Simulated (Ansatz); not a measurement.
# F2O2W: the cost of one run

The runs use Ansatz 0.2.0, Gaussian basis; UKS PBE0/def2-TZVP.

## (1) The starting structure

5 atoms, charge 0, spin multiplicity 7.

Atoms are counted from 1 here; the program's logs count them from 0.

Bond lengths: W1–O2 1.927 Å, W1–O3 1.927 Å, W1–F4 2.060 Å, W1–F5 2.060 Å. Angles: O2–W1–O3 142.3°, O2–W1–F4 62.7°, O2–W1–F5 140.6°, O3–W1–F4 140.6°, O3–W1–F5 62.8°, F4–W1–F5 121.8°.

The start was built by rule and, where that kept it together, relaxed with GFN2-xTB. Sticks and bond lists go by distance. No spin-orbit coupling is included. Elements past krypton take def2 core potentials.

## (2) Relaxation

in.yaml reads:

```yaml
crystal:
  periodic: [false, false, false]
  atoms:
    - {symbol: W, position_ang: [-0.000038, -0.000019, 0.071335]}
    - {symbol: O, position_ang: [0.672798, 1.694944, 0.695409]}
    - {symbol: O, position_ang: [-0.673529, -1.695314, 0.693799]}
    - {symbol: F, position_ang: [-0.623880, 1.689039, -0.929978]}
    - {symbol: F, position_ang: [0.624859, -1.688544, -0.930220]}
basis:
  gaussian: {orbitals: def2-TZVP}
magnetization: {spin_polarized: true, initial_magnetization: 6}
hamiltonian: {xc: pbe0}
relax: {f_tol: 0.004, max_steps: 80}
```

Launch:

```
ansatz run in.yaml --threads 1 --pin off --events-out ev --progress --plain --max-ram 2176MiB
```

Q: Estimate wall time and peak memory on 1 thread of AMD EPYC 7R43, shared host.

About 6.6 min, with a peak of 0.6 GiB.
